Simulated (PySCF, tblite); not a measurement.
# C6H6ClO2−: a rotation path, then NMR shifts on frames, part 2 of 2

tblite 0.8.0 and PySCF 2.14.0. Atoms count from 0. The steps go on from the part before.

## Step 5: Nuclear shieldings: image 4, PBE0/pcSseg-1

Job settings and geometry (Å):

```
{"job": {"kind": "nmr", "xc": "PBE0", "basis": "pcSseg-1", "pop": false}, "charge": -1, "multiplicity": 1}
C      2.024500     0.175400    -0.838500
C      0.753600    -0.158800    -1.019700
C     -0.259600    -0.215700     0.032300
C     -0.716600    -1.738600     0.422200
O     -1.803200    -2.063800    -0.042100
O      0.082900    -2.325500     1.139400
C     -0.296400     0.794200     1.142900
C     -1.372700     0.759800     0.100700
Cl    -1.462000     2.118200    -1.026300
H      2.739900     0.163000    -1.645900
H      2.400800     0.463700     0.129100
H      0.408700    -0.465900    -2.001900
H     -0.537500     0.463400     2.144300
H      0.404200     1.620800     1.106300
H     -2.371100     0.417500     0.335200
```

Method: GIAO PBE0/pcSseg-1 NMR shielding, non-relativistic, gas phase.

The log of the run:

```text
coarse grid: 14032 points
cycle   1  E = -841.9641424118  dE =  1.545e+00  |g| = 1.080e+00  |ddm| = 3.716e+00
cycle   2  E = -841.5865781981  dE =  3.776e-01  |g| = 1.786e+00  |ddm| = 3.403e+00
cycle   3  E = -842.1832052350  dE = -5.966e-01  |g| = 1.893e-01  |ddm| = 2.602e+00
cycle   4  E = -842.1904261043  dE = -7.221e-03  |g| = 8.964e-02  |ddm| = 3.013e-01
cycle   5  E = -842.1918827852  dE = -1.457e-03  |g| = 4.478e-02  |ddm| = 1.138e-01
cycle   6  E = -842.1922657352  dE = -3.829e-04  |g| = 1.074e-02  |ddm| = 4.012e-02
cycle   7  E = -842.1922869753  dE = -2.124e-05  |g| = 4.048e-03  |ddm| = 1.431e-02
cycle   8  E = -842.1922900032  dE = -3.028e-06  |g| = 1.383e-03  |ddm| = 4.232e-03
final grid: 133648 points
cycle   9  E = -842.2661279390  dE = -2.780e-05  |g| = 1.309e-02  |ddm| = 3.769e-02
cycle  10  E = -842.2660795972  dE =  4.834e-05  |g| = 2.061e-02  |ddm| = 3.051e-02
cycle  11  E = -842.2661607456  dE = -8.115e-05  |g| = 1.746e-03  |ddm| = 1.923e-02
cycle  12  E = -842.2661613080  dE = -5.625e-07  |g| = 5.470e-04  |ddm| = 1.702e-03
cycle  13  E = -842.2661613682  dE = -6.018e-08  |g| = 2.048e-04  |ddm| = 6.447e-04
cycle  14  E = -842.2661613762  dE = -7.941e-09  |g| = 6.656e-05  |ddm| = 2.133e-04
cycle  15  E = -842.2661613769  dE = -7.703e-10  |g| = 2.394e-05  |ddm| = 7.458e-05
converged SCF energy = -842.2661613769

GIAO shielding tensors (ppm)
atom      isotropic    diamagn.    paramagn.     s11        s22        s33       span
  0 C       73.700     254.872    -181.171    -35.810     95.657    161.254    197.064
  1 C       34.004     250.195    -216.191    -91.518     34.875    158.654    250.171
  2 C      135.971     252.427    -116.456     88.605    135.771    183.536     94.930
  3 C       22.668     241.457    -218.789    -69.804     44.236     93.572    163.376
  4 O        6.395     405.613    -399.219   -163.323    -18.080    200.588    363.911
  5 O        9.970     405.431    -395.461   -161.595    -28.301    219.805    381.400
  6 C      163.957     252.036     -88.078    131.526    157.638    202.708     71.181
  7 C      140.971     253.549    -112.578    103.373    123.875    195.666     92.292
  8 Cl     876.688    1147.751    -271.063    704.563    823.432   1102.069    397.505
  9 H       26.930      29.888      -2.958     23.974     25.755     31.062      7.088
 10 H       26.731      32.993      -6.262     22.999     25.593     31.601      8.602
 11 H       24.900      30.993      -6.092     22.455     24.013     28.234      5.779
 12 H       30.720      32.075      -1.356     25.891     27.602     38.666     12.774
 13 H       31.412      32.634      -1.221     27.302     29.235     37.700     10.398
 14 H       28.297      32.587      -4.291     21.604     27.430     35.856     14.252
```

Wall time 24 s (1 thread of Arm Neoverse V2, shared host); peak memory 0.87 GiB.

In short: δ C3 164.3, C1 152.9, C0 113.2, C2 51.0, H11 6.82, H10 4.99 ppm.

## Step 6: NMR shieldings: image 6, PBE0/pcSseg-1

Job settings and geometry (Å):

```
{"job": {"kind": "nmr", "xc": "PBE0", "basis": "pcSseg-1", "pop": false}, "charge": -1, "multiplicity": 1}
C      1.999900     0.167900    -0.903700
C      0.720100    -0.151100    -1.047100
C     -0.250900    -0.211100     0.042900
C     -0.719000    -1.733000     0.416200
O     -1.275800    -2.322700    -0.500600
O     -0.468500    -2.053500     1.572100
C     -0.248100     0.783800     1.165200
C     -1.360600     0.764900     0.163200
Cl    -1.477200     2.136700    -0.954800
H      2.689600     0.157700    -1.732700
H      2.409900     0.444900     0.054100
H      0.337700    -0.451300    -2.016300
H     -0.452800     0.414600     2.161100
H      0.448800     1.611700     1.121700
H     -2.357700     0.448400     0.436700
```

With the program's defaults for keys left out, this is: GIAO PBE0/pcSseg-1 NMR shielding, non-relativistic, gas phase.

The log of the run:

```text
coarse grid: 14032 points
cycle   1  E = -841.9660455639  dE =  1.544e+00  |g| = 1.081e+00  |ddm| = 3.716e+00
cycle   2  E = -841.6124069651  dE =  3.536e-01  |g| = 1.760e+00  |ddm| = 3.187e+00
cycle   3  E = -842.1859218895  dE = -5.735e-01  |g| = 1.902e-01  |ddm| = 2.336e+00
cycle   4  E = -842.1930788247  dE = -7.157e-03  |g| = 9.031e-02  |ddm| = 2.869e-01
cycle   5  E = -842.1944811592  dE = -1.402e-03  |g| = 4.569e-02  |ddm| = 1.088e-01
cycle   6  E = -842.1948738809  dE = -3.927e-04  |g| = 9.947e-03  |ddm| = 4.174e-02
cycle   7  E = -842.1948923092  dE = -1.843e-05  |g| = 3.544e-03  |ddm| = 1.281e-02
cycle   8  E = -842.1948947146  dE = -2.405e-06  |g| = 1.288e-03  |ddm| = 3.865e-03
final grid: 133648 points
cycle   9  E = -842.2683237494  dE = -2.892e-05  |g| = 1.274e-02  |ddm| = 3.709e-02
cycle  10  E = -842.2682782856  dE =  4.546e-05  |g| = 1.999e-02  |ddm| = 2.955e-02
cycle  11  E = -842.2683549113  dE = -7.663e-05  |g| = 1.699e-03  |ddm| = 1.862e-02
cycle  12  E = -842.2683554347  dE = -5.234e-07  |g| = 5.290e-04  |ddm| = 1.608e-03
cycle  13  E = -842.2683554904  dE = -5.563e-08  |g| = 2.039e-04  |ddm| = 6.372e-04
cycle  14  E = -842.2683554984  dE = -8.028e-09  |g| = 6.588e-05  |ddm| = 2.220e-04
cycle  15  E = -842.2683554991  dE = -7.572e-10  |g| = 2.309e-05  |ddm| = 7.363e-05
converged SCF energy = -842.2683554991

GIAO shielding tensors (ppm)
atom      isotropic    diamagn.    paramagn.     s11        s22        s33       span
  0 C       76.119     255.187    -179.068    -31.869     99.339    160.886    192.756
  1 C       31.559     250.206    -218.647    -91.744     27.636    158.785    250.529
  2 C      137.924     253.198    -115.274     98.947    129.633    185.193     86.246
  3 C       23.352     241.403    -218.051    -69.291     45.248     94.098    163.389
  4 O       12.063     406.001    -393.938   -158.773    -20.634    215.597    374.370
  5 O       17.963     405.171    -387.208   -144.686     -4.133    202.707    347.393
  6 C      164.876     252.902     -88.026    131.993    156.042    206.594     74.601
  7 C      141.161     252.573    -111.412    103.572    124.102    195.809     92.237
  8 Cl     865.657    1147.609    -281.953    690.097    805.271   1101.602    411.505
  9 H       26.986      29.996      -3.010     24.164     25.691     31.103      6.938
 10 H       26.862      33.095      -6.233     23.463     25.411     31.712      8.248
 11 H       24.666      31.129      -6.463     22.040     24.274     27.684      5.644
 12 H       30.386      32.361      -1.975     25.469     27.031     38.660     13.191
 13 H       31.566      32.905      -1.339     27.100     29.785     37.813     10.713
 14 H       28.652      32.105      -3.453     21.505     28.591     35.860     14.355
```

Run time: 22 s. Hardware: 1 thread of Arm Neoverse V2, shared host; peak memory 0.87 GiB.

This run: δ C3 163.6, C1 155.4, C0 110.8, C2 49.0, H11 7.05, H10 4.85 ppm.

## Step 7: Nuclear shieldings: image 8, PBE0/pcSseg-1

Job settings and geometry (Å):

```
{"job": {"kind": "nmr", "xc": "PBE0", "basis": "pcSseg-1", "pop": false}, "charge": -1, "multiplicity": 1}
C      1.976700     0.184800    -0.975800
C      0.696300    -0.144300    -1.074900
C     -0.243000    -0.220400     0.045000
C     -0.739400    -1.727000     0.422200
O     -0.660200    -2.540300    -0.490100
O     -1.147800    -1.827200     1.576600
C     -0.203200     0.753700     1.187000
C     -1.335200     0.776800     0.212700
Cl    -1.455100     2.168600    -0.873400
H      2.636300     0.173000    -1.829200
H      2.418800     0.471800    -0.034800
H      0.289400    -0.455500    -2.029700
H     -0.415300     0.357100     2.170900
H      0.503000     1.572800     1.158200
H     -2.325700     0.464100     0.513200
```

Method: GIAO PBE0/pcSseg-1 NMR shielding, non-relativistic, gas phase.

The log of the run:

```text
coarse grid: 14032 points
cycle   1  E = -841.9679751352  dE =  1.545e+00  |g| = 1.082e+00  |ddm| = 3.714e+00
cycle   2  E = -841.5568431165  dE =  4.111e-01  |g| = 1.824e+00  |ddm| = 3.551e+00
cycle   3  E = -842.1877698845  dE = -6.309e-01  |g| = 1.957e-01  |ddm| = 2.724e+00
cycle   4  E = -842.1960516697  dE = -8.282e-03  |g| = 7.979e-02  |ddm| = 3.106e-01
cycle   5  E = -842.1973542761  dE = -1.303e-03  |g| = 3.689e-02  |ddm| = 1.092e-01
cycle   6  E = -842.1976251044  dE = -2.708e-04  |g| = 1.050e-02  |ddm| = 3.862e-02
cycle   7  E = -842.1976447916  dE = -1.969e-05  |g| = 4.068e-03  |ddm| = 1.292e-02
cycle   8  E = -842.1976476771  dE = -2.885e-06  |g| = 1.360e-03  |ddm| = 4.729e-03
final grid: 133648 points
cycle   9  E = -842.2719894001  dE = -3.024e-05  |g| = 1.244e-02  |ddm| = 3.730e-02
cycle  10  E = -842.2719455269  dE =  4.387e-05  |g| = 1.961e-02  |ddm| = 3.017e-02
cycle  11  E = -842.2720188694  dE = -7.334e-05  |g| = 1.900e-03  |ddm| = 1.934e-02
cycle  12  E = -842.2720194978  dE = -6.284e-07  |g| = 6.343e-04  |ddm| = 1.863e-03
cycle  13  E = -842.2720195713  dE = -7.349e-08  |g| = 2.056e-04  |ddm| = 7.535e-04
cycle  14  E = -842.2720195792  dE = -7.937e-09  |g| = 6.015e-05  |ddm| = 2.309e-04
cycle  15  E = -842.2720195799  dE = -6.787e-10  |g| = 2.204e-05  |ddm| = 7.474e-05
converged SCF energy = -842.2720195799

GIAO shielding tensors (ppm)
atom      isotropic    diamagn.    paramagn.     s11        s22        s33       span
  0 C       76.632     255.336    -178.704    -32.326    101.350    160.872    193.197
  1 C       29.406     250.860    -221.454    -94.602     22.700    160.120    254.723
  2 C      144.334     254.625    -110.291    110.706    126.706    195.589     84.883
  3 C       22.062     239.689    -217.627    -68.325     50.514     83.996    152.321
  4 O        4.105     405.667    -401.563   -187.660    -22.275    222.250    409.910
  5 O       29.643     407.055    -377.411   -135.679     10.084    214.525    350.205
  6 C      167.230     252.980     -85.750    135.646    157.469    208.575     72.929
  7 C      140.769     252.270    -111.500    100.924    122.621    198.762     97.837
  8 Cl     878.122    1147.645    -269.523    705.001    826.165   1103.200    398.199
  9 H       26.992      30.078      -3.085     23.958     25.790     31.229      7.271
 10 H       26.944      33.225      -6.281     23.525     25.436     31.872      8.347
 11 H       24.615      31.441      -6.826     21.741     24.664     27.439      5.698
 12 H       30.067      32.407      -2.340     24.164     27.153     38.883     14.719
 13 H       31.654      33.013      -1.359     27.126     29.668     38.168     11.042
 14 H       28.746      32.107      -3.361     21.173     28.827     36.238     15.065
```

Run time: 21 s. Hardware: 1 thread of Arm Neoverse V2, shared host; peak memory 0.87 GiB.

This run: δ C3 164.9, C1 157.5, C0 110.3, C7 46.2, H11 7.10, H10 4.77 ppm.

## Step 8: Comparing the runs: NMR shifts

Shifts (ppm) of some atoms, chosen among heavy atoms and hydrogens apart, with basis size and wall time:

| frame | C0 | C2 | H14 | H12 | O5 | O4 | Cl8 | functions | time |
| --- | --- | --- | --- | --- | --- | --- | --- | --- | --- |
| image 0 | 111.5 | 41.5 | 3.11 | 1.46 | 347.3 | 301.0 | 63 | 190 | 28 s |
| image 2 | 115.1 | 43.8 | 3.87 | 0.80 | 340.9 | 299.2 | 55 | 190 | 22 s |
| image 4 | 113.2 | 51.0 | 3.42 | 1.00 | 326.1 | 329.7 | 73 | 190 | 24 s |
| image 6 | 110.8 | 49.0 | 3.06 | 1.33 | 318.1 | 324.0 | 84 | 190 | 22 s |
| image 8 | 110.3 | 42.6 | 2.97 | 1.65 | 306.4 | 332.0 | 72 | 190 | 21 s |

## Step 9: Summary of results

The summary covers parts 1 to 2.

```
                                        quantity                                      value
                                         barrier         0.037 eV (0.9 kcal/mol) at image 4
                           end to end (GFN2-xTB)                                   0.000 eV
 ¹³C shifts against TMS (PBE0/pcSseg-1, image 0)  166.4, 157.5, 111.5, 46.0, 41.5, 20.7 ppm
  ¹H shifts against TMS (PBE0/pcSseg-1, image 0)     6.96, 4.83, 4.76, 3.11, 1.46, 0.06 ppm
 ¹⁷O shifts against H2O (PBE0/pcSseg-1, image 0)                           347.3, 301.0 ppm
³⁵Cl shifts against HCl (PBE0/pcSseg-1, image 0)                                     63 ppm
                        range of the shift of O5                         306.4 to 347.3 ppm
```

What this shows: Along the band the dihedral turns by 167°, and the top (dihedral 78°) lies 0.9 kcal/mol above the start (GFN2-xTB, rough), so at room temperature this motion is fast. The top was not checked by a frequency run. Shifts at one fixed geometry are not the observed spectrum, which averages over the motion. In the first frame run (image 0): The widest tensor belongs to O5: span 426 ppm, with a paramagnetic part of -417 ppm. Across the 5 runs the shift of O5 moves most, between 306.4 (image 8) and 347.3 ppm (image 0).
